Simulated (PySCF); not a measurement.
# CuH12P4 ([Cu(PH3)4]+): the cost of one run

Programs: PySCF 2.14.0, with density-fitted response routines of our own. Each step states its level of theory. These are calculated values for one molecule in the gas phase, unless marked as measured. Atoms count from 0, in the outputs and in this text.

## 1. The molecule as given

17 atoms, charge 1, multiplicity 1; geometry from: GFN2-xTB. The atoms were then displaced at random by about 0.03 Å, so the start is not that level's minimum.

Bonds of the start (Å): Cu0–P1 2.38, Cu0–P5 2.34, Cu0–P9 2.48, Cu0–P13 2.38, P1–H2 1.35, P1–H3 1.28, P1–H4 1.37, P5–H6 1.42, P5–H7 1.42, P5–H8 1.32, P9–H10 1.37, P9–H11 1.35, P9–H12 1.46, P13–H14 1.43, P13–H15 1.37, P13–H16 1.31.

## 2. Optimising the geometry at PBE0-D3(BJ)/def2-SVP

Job settings and geometry (Å):

```
{"job": {"xc": "PBE0", "basis": "def2-SVP", "d3": "d3bj", "grid": 1, "maxiter": 40, "shake": 0.03, "kind": "geom"}, "charge": 1, "multiplicity": 1}
Cu     0.059770    -0.055790     0.009690
P     -0.022560    -0.026760     2.386710
H      0.450020    -1.090480     3.068930
H     -1.082320     0.057490     3.100790
H      0.641070     0.928720     3.102420
P      2.245710     0.017080    -0.809600
H      3.119160    -1.077110    -0.561720
H      3.220310     0.976170    -0.434450
H      2.539150     0.101380    -2.091630
P     -1.146090     1.968190    -0.752580
H     -0.714430     3.233940    -0.448350
H     -2.434890     2.224510    -0.422410
H     -1.392270     2.255640    -2.157640
P     -1.167150    -1.935780    -0.791390
H     -0.634290    -3.235400    -0.538580
H     -1.300020    -2.131710    -2.138190
H     -2.409700    -2.210670    -0.461730
```

Launch:

```sh
OMP_NUM_THREADS=1 python probes_run.py task.json out
```

The driver reads the jobs from task.json and runs them one after another.

**Question.** How long does this first job take on 1 thread of Intel Xeon at 2.50GHz, shared host, and how much memory does it need?

About 5 min, with a peak of 0.72 GiB.
